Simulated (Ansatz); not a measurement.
Here is an Ansatz 0.2.0 calculation.

File input.yaml:

```yaml
crystal:
  lattice:
    - [4.065138, 0.0, 0.0]
    - [0.0, 4.065138, 0.0]
    - [0.0, 0.0, 4.065138]
  atoms:
    - { symbol: Ru, position: [0.504824, 0.50205, 0.008976] }
    - { symbol: Ru, position: [0.488751, -0.007951, 0.500339] }
    - { symbol: Ru, position: [0.003538, 0.49763, 0.514523] }
    - { symbol: Nb, position: [0.002565, 0.017357, 0.002682] }
    - { symbol: C, position: [0.500852, 0.497072, 0.504932] }
hamiltonian:
  xc: pbe
  pseudopotentials: { kind: paw }
kpoints:
  mp_grid: { grid: [7, 7, 7] }
scf:
  occupations: { method: fermi_dirac, width: 0.05 }
output:
  forces: true
  stress: true
  eigenvalues: true
```

Potentials or basis: Ansatz PAW.

The run is started by

```bash
$ ansatz run input.yaml --threads 2 --pin off --max-ram 5120MiB --backend cpu --events-out ev --progress --plain --runs-dir out
```

(1) Predict the band gap on the k mesh.

(2) Predict the pressure.

## Answers

(1) none (metal or under the smearing width).

(2) -2.9 GPa.
